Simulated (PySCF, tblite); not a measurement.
**C₄H₆Cl₄OSi: geometry, infrared bands and NMR shifts**

Aim: predict the infrared bands and NMR shifts of C₄H₆Cl₄OSi (`CC(=O)[C@H](CCl)[Si](Cl)(Cl)Cl`).

Programs: tblite 0.8.0 and PySCF 2.14.0, with density-fitted response routines of our own. Each step states its level of theory. These are calculated values for one molecule in the gas phase, unless marked as measured. Atoms count from 0, in the outputs and in this text.

### 1 Starting geometry

16 atoms, charge 0, multiplicity 1; geometry from: force field or distance geometry start.

Bonds of the start (Å): C0–C1 1.52, C1–O2 1.22, C1–C3 1.51, C3–C4 1.52, C4–Cl5 1.78, C3–Si6 1.85, Si6–Cl7 2.04, Si6–Cl8 2.04, Si6–Cl9 2.03, C0–H10 1.10, C0–H11 1.09, C0–H12 1.08, C3–H13 1.11, C4–H14 1.10, C4–H15 1.10.

### 2 Geometry optimisation with GFN2-xTB

The job: settings as JSON, then the geometry in Å.

```
{"job": {"kind": "relax", "xc": "GFN2-xTB", "basis": "xTB"}, "charge": 0, "multiplicity": 1}
C      1.983700    -0.325700     1.012800
C      1.075500     0.080700    -0.142800
O      1.550200     0.588100    -1.147400
C     -0.407600    -0.163200     0.012300
C     -0.867600    -1.122100    -1.078400
Cl    -0.237400    -2.769600    -0.813800
Si    -1.338800     1.430000     0.066800
Cl    -3.257200     1.104300     0.691300
Cl    -0.549500     2.741000     1.418200
Cl    -1.493700     2.378800    -1.718100
H      1.691100     0.231200     1.909700
H      1.885300    -1.400100     1.194900
H      3.009400    -0.088600     0.776200
H     -0.559900    -0.660700     0.988300
H     -0.531900    -0.798000    -2.077600
H     -1.959300    -1.217200    -1.104000
```

Run with:

```bash
$ OMP_NUM_THREADS=1 python probes_run.py task.json out
```

The driver reads the jobs from task.json and runs them one after another.

**Question.** This job is followed by: GFN2-xTB harmonic vibrations, gas phase; GIAO PBE0/pcSseg-1 NMR shielding, non-relativistic, gas phase. Predict these results of the whole session: strongest single infrared mode (GFN2-xTB); zero-point energy (GFN2-xTB); 13C shifts against TMS (PBE0/pcSseg-1); 1H shifts against TMS (PBE0/pcSseg-1, means over atoms taken as alike); 17O shifts against H2O (PBE0/pcSseg-1); 35Cl shifts against HCl (PBE0/pcSseg-1, means over atoms taken as alike); 29Si shifts against TMS (PBE0/pcSseg-1).

**Answer**, as computed:

| quantity | value |
| --- | --- |
| strongest single infrared mode (GFN2-xTB) | 1767 cm⁻¹, 200 km/mol |
| zero-point energy (GFN2-xTB) | 60.8 kcal/mol |
| 13C shifts against TMS (PBE0/pcSseg-1) | 209.7, 61.9, 48.5, 38.0 ppm |
| 1H shifts against TMS (PBE0/pcSseg-1, means over atoms taken as alike) | 4.26, 3.56, 2.98, 2.42 ppm |
| 17O shifts against H2O (PBE0/pcSseg-1) | 672.7 ppm |
| 35Cl shifts against HCl (PBE0/pcSseg-1, means over atoms taken as alike) | 128, 118 ppm |
| 29Si shifts against TMS (PBE0/pcSseg-1) | 16.9 ppm |

What this shows: Over 84 steps the energy fell by 0.179 eV; of the close pairs, C3–Si6 changed most, 1.846 to 1.929 Å. No mode is imaginary among the 42: a minimum at this level. The strongest single mode, at 1767 cm⁻¹, moves mainly C1 and O2. GFN2-xTB is a fitted tight-binding method: band positions and strengths are rough. Its intensities can rank the bands wrongly. The most deshielded carbon is C1 (ketone carbonyl carbon), at 209.7 ppm: the double bond to the heteroatom, with no lone-pair donor beside it, deshields it most. At PBE0/pcSseg-1: The widest tensor belongs to O2: span 1296 ppm, with a paramagnetic part of -738 ppm.
